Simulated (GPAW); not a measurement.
**NiMoIrPdW in GPAW: the effect of dispersion**

NiMoIrPdW:

```
Ni Mo Pd Ir W
1.0
     4.11705    0.00000    0.00000
    -2.05853    3.56547    0.00000
     0.00000    0.00000    5.44580
Ni Mo Pd Ir W
1 1 1 1 1
Direct
  0.00000 0.00000 0.95775
  0.66667 0.33333 0.96161
  0.66667 0.33333 0.46295
  0.33333 0.66667 0.72572
  0.33333 0.66667 0.23642
```

The cell was built by a generator and needn't be a form met in nature.

Alike in all runs:

```yaml
Program: GPAW 26.7.0
Task: single point
Functional: PBE
Potentials_or_basis: GPAW PAW data sets (gpaw-data 1.2.1)
Cutoff: 600 eV
Basis: pw
k_mesh: 4 × 4 × 3
Occupations: fermi-dirac, width 0.05 eV
Spin: collinear spin, ferromagnetic start
Starting_moments: "[1.0, 1.0, 0.0, 0.6, 0.0] μB"
```

```csv
dispersion,pressure (GPa),largest force (eV/Å)
none,0.1,0.18
D3,-7.3,0.19
D4,?,?
```

**Question.** What does the run with dispersion D4 give?

**Answer.** Pressure -5.4 GPa; largest force 0.18 eV/Å.

Caveats: all runs use coarse meshes; the stock nickel data set gives pressures a few GPa off other programs; pairwise dispersion overbinds metals, which lowers pressure and volume (some runs).
